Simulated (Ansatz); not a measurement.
**SnH₃+ (singlet): wave-function methods side by side, def2-SVP**

The task here is to estimate one member of a computed series from the others.

Program: Ansatz 0.2.0, Gaussian basis. Level of theory: def2-SVP, core rule «outside noble gas», up to 9 orbitals frozen. These are calculated values, not measurements.

To be run: UHF; CCSD(T) on RHF; BCCD(T) on RHF; CISD; CCSDT(Q) on RHF; CISDTQ; CCSDTQ on RHF; Full CI.

7 further runs of the same task are left out: 3 for a known fault of the program, 4 set aside as unsound or not needed.

## The system

The geometry is a PBE0/def2-TZVP stationary point (not a proven minimum) of the parent state, kept for this charge and spin. No spin-orbit coupling is included. Elements past krypton take def2 core potentials.

4 atoms, charge 1, spin multiplicity 1.

Atoms are counted from 1 here; the program's logs count them from 0.

Bond lengths: Sn1–H2 1.715 Å, Sn1–H3 1.715 Å, Sn1–H4 1.715 Å. Angles: H2–Sn1–H3 109.7°, H2–Sn1–H4 109.7°, H3–Sn1–H4 109.7°.

Set-up of the first run:

in.yaml reads:

```yaml
crystal:
  periodic: [false, false, false]
  atoms:
    - {symbol: Sn, position_ang: [0.000046, 0.000005, -0.014048]}
    - {symbol: H, position_ang: [1.617032, 0.013522, 0.556831]}
    - {symbol: H, position_ang: [-0.823095, 1.394937, 0.549273]}
    - {symbol: H, position_ang: [-0.799363, -1.408992, 0.548448]}
basis:
  gaussian: {orbitals: def2-SVP}
total_charge: 1
magnetization: {spin_polarized: true, initial_magnetization: 0}
hamiltonian: {xc: hf}
output: {orbitals: {seedname: orbitals}}
```

Launch:

```console
ansatz run in.yaml --threads 1 --pin off --events-out ev --progress --plain --max-ram 3968MiB --backend cpu
```

Among the steps run: UHF; CCSD(T) on RHF; BCCD(T) on RHF; CISD; CCSDT(Q) on RHF; CISDTQ; CCSDTQ on RHF; Full CI.

One of the session's tables, all rows but one given; the rest of the session is left out.

```
   method  from FCI (meV)
      RHF         +2843.3
     RMP2          +744.6
     CISD          +166.7
    RCCSD           +62.2
 RCCSD(T)           +16.5
  BCCD(T)           +16.3
   RCCSDT            +1.3
   CISDTQ               ?
RCCSDT(Q)            +0.2
  RCCSDTQ            -0.1
      FCI               0
```

**Question.** Estimate the row for CISDTQ.

The run gave: from FCI (meV): +3.0. In the column «from FCI (meV)» it lies between RCCSDT (+1.3) and BCCD(T) (+16.3).

Some runs used a GPU and others CPU threads alone; cost is compared among the CPU runs only.

Among the levels timed on like hardware, those that no quicker one beats, quickest first: BCCD(T) (0.45 s, +16.3 meV); RCCSDT(Q) (1.3 s, +0.2 meV). Runs this short are mostly start-up, so their order is noise.

To keep in mind: The yardstick is full CI for this spin, exact in this basis with these frozen cores.
